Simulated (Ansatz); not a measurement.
# EuZn15O16: the cost of one run

Method: DFT, PBE, plane-wave PAW, default files, scalar-relativistic, as far as a step names no other, in Ansatz 0.2.0.

## 1. The system as given

Symmetry: P3m1, No. 156, trigonal system. The conventional cell has a = 6.499 Å, b = 6.499 Å, c = 10.411 Å, α = 90.00°, β = 90.00°, γ = 120.00°. Around Eu (site symmetry 3m) lie 4 O at 1.97 to 1.98 Å. Zn (site symmetry 3m) has 4 O at 1.97 to 1.98 Å as nearest neighbours. Zn (site symmetry m) has 4 O at 1.97 to 1.98 Å as nearest neighbours. Only part of the 16 independent sites is listed.

Coordinates:

```cif
data_structure
_symmetry_space_group_name_H-M 'P 1'
_symmetry_Int_Tables_number 1
_cell_length_a 6.4986
_cell_length_b 6.4986
_cell_length_c 10.4114
_cell_angle_alpha 90.000
_cell_angle_beta 90.000
_cell_angle_gamma 120.000
_cell_volume 380.79
loop_
_atom_site_label
_atom_site_type_symbol
_atom_site_fract_x
_atom_site_fract_y
_atom_site_fract_z
_atom_site_occupancy
Eu1 Eu 0.16667 0.33333 0.25000 1
Zn1 Zn 0.16667 0.33333 0.75000 1
Zn2 Zn 0.16667 0.83333 0.25000 1
Zn3 Zn 0.16667 0.83333 0.75000 1
Zn4 Zn 0.66667 0.33333 0.25000 1
Zn5 Zn 0.66667 0.33333 0.75000 1
Zn6 Zn 0.66667 0.83333 0.25000 1
Zn7 Zn 0.66667 0.83333 0.75000 1
Zn8 Zn 0.33333 0.16667 0.00000 1
Zn9 Zn 0.33333 0.16667 0.50000 1
Zn10 Zn 0.33333 0.66667 0.00000 1
Zn11 Zn 0.33333 0.66667 0.50000 1
Zn12 Zn 0.83333 0.16667 0.00000 1
Zn13 Zn 0.83333 0.16667 0.50000 1
Zn14 Zn 0.83333 0.66667 0.00000 1
Zn15 Zn 0.83333 0.66667 0.50000 1
O1 O 0.33333 0.16667 0.18951 1
O2 O 0.33333 0.16667 0.68951 1
O3 O 0.33333 0.66667 0.18951 1
O4 O 0.33333 0.66667 0.68951 1
O5 O 0.83333 0.16667 0.18951 1
O6 O 0.83333 0.16667 0.68951 1
O7 O 0.83333 0.66667 0.18951 1
O8 O 0.83333 0.66667 0.68951 1
O9 O 0.16667 0.33333 0.43950 1
O10 O 0.16667 0.33333 0.93951 1
O11 O 0.16667 0.83333 0.43950 1
O12 O 0.16667 0.83333 0.93951 1
O13 O 0.66667 0.33333 0.43950 1
O14 O 0.66667 0.33333 0.93951 1
O15 O 0.66667 0.83333 0.43950 1
O16 O 0.66667 0.83333 0.93951 1
```

Atom 1 of the input is the impurity.

## 2. First run, atoms as given

The input, input.yaml:

```yaml
crystal:
  lattice:
    - [6.498616, 0.0, 0.0]
    - [-3.249308, 5.6279665454, 0.0]
    - [0.0, 0.0, 10.411418]
  atoms:
    - { symbol: Eu, position: [0.1666666666, 0.3333333334, 0.25], spin: 7.0 }
    - { symbol: Zn, position: [0.1666666666, 0.3333333334, 0.75] }
    - { symbol: Zn, position: [0.1666666666, 0.8333333334, 0.25] }
    - { symbol: Zn, position: [0.1666666666, 0.8333333334, 0.75] }
    - { symbol: Zn, position: [0.6666666666, 0.3333333334, 0.25] }
    - { symbol: Zn, position: [0.6666666666, 0.3333333334, 0.75] }
    - { symbol: Zn, position: [0.6666666666, 0.8333333334, 0.25] }
    - { symbol: Zn, position: [0.6666666666, 0.8333333334, 0.75] }
    - { symbol: Zn, position: [0.3333333334, 0.1666666666, 0.0] }
    - { symbol: Zn, position: [0.3333333334, 0.1666666666, 0.5] }
    - { symbol: Zn, position: [0.3333333334, 0.6666666666, 0.0] }
    - { symbol: Zn, position: [0.3333333334, 0.6666666666, 0.5] }
    - { symbol: Zn, position: [0.8333333334, 0.1666666666, 0.0] }
    - { symbol: Zn, position: [0.8333333334, 0.1666666666, 0.5] }
    - { symbol: Zn, position: [0.8333333334, 0.6666666666, 0.0] }
    - { symbol: Zn, position: [0.8333333334, 0.6666666666, 0.5] }
    - { symbol: O, position: [0.3333333334, 0.1666666666, 0.189505] }
    - { symbol: O, position: [0.3333333334, 0.1666666666, 0.689505] }
    - { symbol: O, position: [0.3333333334, 0.6666666666, 0.189505] }
    - { symbol: O, position: [0.3333333334, 0.6666666666, 0.689505] }
    - { symbol: O, position: [0.8333333334, 0.1666666666, 0.189505] }
    - { symbol: O, position: [0.8333333334, 0.1666666666, 0.689505] }
    - { symbol: O, position: [0.8333333334, 0.6666666666, 0.189505] }
    - { symbol: O, position: [0.8333333334, 0.6666666666, 0.689505] }
    - { symbol: O, position: [0.1666666666, 0.3333333334, 0.439505] }
    - { symbol: O, position: [0.1666666666, 0.3333333334, 0.939505] }
    - { symbol: O, position: [0.1666666666, 0.8333333334, 0.439505] }
    - { symbol: O, position: [0.1666666666, 0.8333333334, 0.939505] }
    - { symbol: O, position: [0.6666666666, 0.3333333334, 0.439505] }
    - { symbol: O, position: [0.6666666666, 0.3333333334, 0.939505] }
    - { symbol: O, position: [0.6666666666, 0.8333333334, 0.439505] }
    - { symbol: O, position: [0.6666666666, 0.8333333334, 0.939505] }
magnetization:
  spin_polarized: true
kpoints:
  mp_grid: { grid: [3, 3, 2] }
scf:
  occupations: { method: fermi_dirac, width: 0.01 }
hamiltonian:
  xc: pbe
  pseudopotentials: { kind: paw }
output:
  forces: true
  stress: true
  populations: true
  efg:
    quadrupole_moments_barn: { Eu: 0.903, Zn: 0.122, O: -0.02558 }
    contact_densities: true
```

The run is started by

```
ansatz run input.yaml --threads 4 --pin off --max-ram 8192MiB --backend cpu --events-out ev --progress --plain --runs-dir out
```

What time and memory should one allow on 4 threads of Arm Neoverse V1, shared host?

About 88 s, with a peak of 1.9 GiB.
